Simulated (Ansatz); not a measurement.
# Ga3: the cost of one run

Method: cc-pVTZ, core rule «outside noble gas», up to 42 orbitals frozen; program: Ansatz 0.2.0, Gaussian basis.

Plan: UHF; CCSD(T) on ROHF; CCSD(T) on UHF; BCCD(T) on ROHF; CCSDT(Q) on ROHF; CCSDT(Q) on UHF; CASSCF and MRCISD+Q, 9 electrons in 12 orbitals; CASSCF and NEVPT2, 9 electrons in 12 orbitals.

5 further runs of the same task are left out: 5 set aside as unsound or not needed. Runs told in other sessions of the task aren't counted.

**1. The system**

The geometry is a PBE0/def2-TZVP stationary point (not a proven minimum) of the parent state, kept for this charge and spin. No spin-orbit coupling is included. The filled d shell of Ga may be among the frozen orbitals whatever the setting's name suggests.

3 atoms, charge 0, spin multiplicity 6.

Atoms are counted from 1 here; the program's logs count them from 0.

Bond lengths: Ga1–Ga2 2.566 Å, Ga2–Ga3 2.566 Å. Angles: Ga1–Ga2–Ga3 73.6°.

**2. UHF**

Input file in.yaml:

```yaml
crystal:
  periodic: [false, false, false]
  atoms:
    - {symbol: Ga, position_ang: [0.000000, -0.685100, -1.536400]}
    - {symbol: Ga, position_ang: [0.000000, 1.370200, 0.000000]}
    - {symbol: Ga, position_ang: [0.000000, -0.685100, 1.536400]}
basis:
  gaussian: {orbitals: cc-pVTZ}
magnetization: {spin_polarized: true, initial_magnetization: 5}
hamiltonian: {xc: hf}
output: {orbitals: {seedname: orbitals}}
```

Started as:

```console
$ ansatz run in.yaml --threads 1 --pin off --events-out ev --progress --plain --max-ram 4096MiB --backend cpu
```

What time and memory should one allow on 1 thread of AMD EPYC 7R13, shared host?

About 14 s, with a peak of 0.47 GiB.
